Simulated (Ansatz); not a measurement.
# Al (Fm-3m): equation of state with a fit, by script

Where is the equilibrium volume of Al (Fm-3m), and how stiff is it? Wanted for Al (Fm-3m): an equation of state with a fit.

All numbers are computed with the Python package of Ansatz 0.2.0. Level of theory: DFT PBE, plane waves, PAW.

### Step 1. Starting point

The structure is cubic, space group Fm-3m (No. 225). Conventional cell: a = 4.050 Å, b = 4.050 Å, c = 4.050 Å, α = 90.00°, β = 90.00°, γ = 90.00°. Al (site symmetry m-3m) has 12 Al at 2.86 Å as nearest neighbours.

No structure file is read: the coordinates are typed or built in the script.

### Step 2. The script

run_eos.py reads:

```python
"""Equation of state of Al."""

import ansatz as az
import numpy as np
from pymatgen.analysis.eos import EOS

vectors0 = np.array([
    [0.0, 2.024805, 2.024805],
    [2.024805, 0.0, 2.024805],
    [2.024805, 2.024805, 0.0],
])
sites = [
    ("Al", (0.0, 0.0, 0.0)),
]


def build(cell):
    crystal = az.Crystal(lattice=az.Lattice.of(cell))
    for symbol, position in sites:
        crystal = crystal.atom(symbol, position)
    return crystal

# uniform scaling of the cell
volumes, energies, pressures = [], [], []
for scale in np.linspace(0.9, 1.1, 9):
    cell = vectors0 * scale ** (1 / 3)
    model = (
        build(cell).calculation()
        .functional("pbe")
        .occupations(az.OccupationsMethod.FERMI_DIRAC, width=0.15)
        .basis(18 * az.Ha)
        .pseudopotentials("paw")
        .kpoints(14, 14, 14)
        .stress()
    )
    r = model.run(threads=1).report
    volumes.append(abs(np.linalg.det(cell)) / len(sites))
    energies.append(r["free_energy_ev"] / len(sites))
    pressures.append(np.trace(r["stress_gpa"]) / 3)
    print(f"V = {volumes[-1]:8.4f} A^3/atom  F = {energies[-1]:.5f} eV/atom  P = {pressures[-1]:8.3f} GPa")

for form in ["pourier_tarantola"]:
    fit = EOS(eos_name=form).fit(volumes, energies)
    print(f"{form:18s} V0 {fit.v0:8.4f} A^3/atom  B0 {fit.b0_GPa:7.1f} GPa  B1 {fit.b1:5.2f}")
```

### Step 3. What the engine is handed

The package turns the script's settings into the engine's input (first run):

```yaml
crystal:
  lattice:
    - [0.0, 1.9549277333964024, 1.9549277333964024]
    - [1.9549277333964024, 0.0, 1.9549277333964024]
    - [1.9549277333964024, 1.9549277333964024, 0.0]
  atoms:
    - { symbol: Al, position: [0.0, 0.0, 0.0] }
basis:
  ecutwfc: 489.804952427784
kpoints:
  mp_grid:
    grid: [14, 14, 14]
hamiltonian:
  xc: pbe
  pseudopotentials:
    kind: paw
scf:
  occupations:
    method: fermi_dirac
    width: 0.15
output:
  stress: true
```

### Step 4. Launch

On the command line:

```
> python run_eos.py
```

Output:

```text
V =  14.9425 A^3/atom  F = -537.47060 eV/atom  P =    9.576 GPa
V =  15.3575 A^3/atom  F = -537.49132 eV/atom  P =    6.505 GPa
V =  15.7726 A^3/atom  F = -537.50464 eV/atom  P =    3.837 GPa
V =  16.1877 A^3/atom  F = -537.51151 eV/atom  P =    1.523 GPa
V =  16.6027 A^3/atom  F = -537.51280 eV/atom  P =   -0.483 GPa
V =  17.0178 A^3/atom  F = -537.50924 eV/atom  P =   -2.219 GPa
V =  17.4329 A^3/atom  F = -537.50150 eV/atom  P =   -3.719 GPa
V =  17.8479 A^3/atom  F = -537.49015 eV/atom  P =   -5.010 GPa
V =  18.2630 A^3/atom  F = -537.47570 eV/atom  P =   -6.117 GPa
pourier_tarantola  V0  16.4973 A^3/atom  B0    77.1 GPa  B1  4.71
```

Run time: 16 s. Hardware: 1 thread of Arm Neoverse N1, shared host; peak memory 0.41 GiB.

### Step 5. What changed from run to run

The engine's inputs for some of the other runs:

Run 3, against run 1:

```diff
@@ -3,3 +3,3 @@
-    - [0.0, 1.9549277333964024, 1.9549277333964024]
-    - [1.9549277333964024, 0.0, 1.9549277333964024]
-    - [1.9549277333964024, 1.9549277333964024, 0.0]
+    - [0.0, 1.9904796400187703, 1.9904796400187703]
+    - [1.9904796400187703, 0.0, 1.9904796400187703]
+    - [1.9904796400187703, 1.9904796400187703, 0.0]
```

Run 7, against run 1:

```diff
@@ -3,3 +3,3 @@
-    - [0.0, 1.9549277333964024, 1.9549277333964024]
-    - [1.9549277333964024, 0.0, 1.9549277333964024]
-    - [1.9549277333964024, 1.9549277333964024, 0.0]
+    - [0.0, 2.0580044252604996, 2.0580044252604996]
+    - [2.0580044252604996, 0.0, 2.0580044252604996]
+    - [2.0580044252604996, 2.0580044252604996, 0.0]
```

Run 9, against run 1:

```diff
@@ -3,3 +3,3 @@
-    - [0.0, 1.9549277333964024, 1.9549277333964024]
-    - [1.9549277333964024, 0.0, 1.9549277333964024]
-    - [1.9549277333964024, 1.9549277333964024, 0.0]
+    - [0.0, 2.0901659391766296, 2.0901659391766296]
+    - [2.0901659391766296, 0.0, 2.0901659391766296]
+    - [2.0901659391766296, 2.0901659391766296, 0.0]
```

### Step 6. The engine's runs

One row for each of the 9 runs:

| run | volume (Å³/atom) | energy from run 5 (meV/atom) | pressure (GPa) | SCF cycles | CPU time (s) |
| --- | --- | --- | --- | --- | --- |
| 1 | 14.942 | 42.20 | 9.58 | 6 | 1.4 |
| 2 | 15.358 | 21.47 | 6.50 | 6 | 1.3 |
| 3 | 15.773 | 8.16 | 3.84 | 6 | 1.4 |
| 4 | 16.188 | 1.28 | 1.52 | 6 | 1.4 |
| 5 | 16.603 | 0.00 | -0.48 | 6 | 1.4 |
| 6 | 17.018 | 3.56 | -2.22 | 6 | 1.4 |
| 7 | 17.433 | 11.30 | -3.72 | 6 | 1.4 |
| 8 | 17.848 | 22.64 | -5.01 | 6 | 1.4 |
| 9 | 18.263 | 37.09 | -6.12 | 6 | 1.4 |

Energies are free energies F = E - TS of the smeared occupations. 

### Step 7. What came out

```
                      quantity           value
                 runs compared               9
               range of energy  42.20 meV/atom
lowest point, volume (Å³/atom)          16.603
      equilibrium volume (fit)   16.50 Å³/atom
            bulk modulus (fit)          77 GPa
```

What this shows: A third-order Birch-Murnaghan fit through the 9 points (the script's own form differs a little) has its minimum at 16.50 Å³ an atom, 0.6 % below the typed cell, with a bulk modulus of 77 GPa and dB/dP = 4.7. From that minimum the energy rises by 42.3 meV an atom on the compressed side and 37.2 meV on the expanded side. The smearing is wide enough that free energy and stress hold a thermal part of the electrons. Pressure is positive in compression.
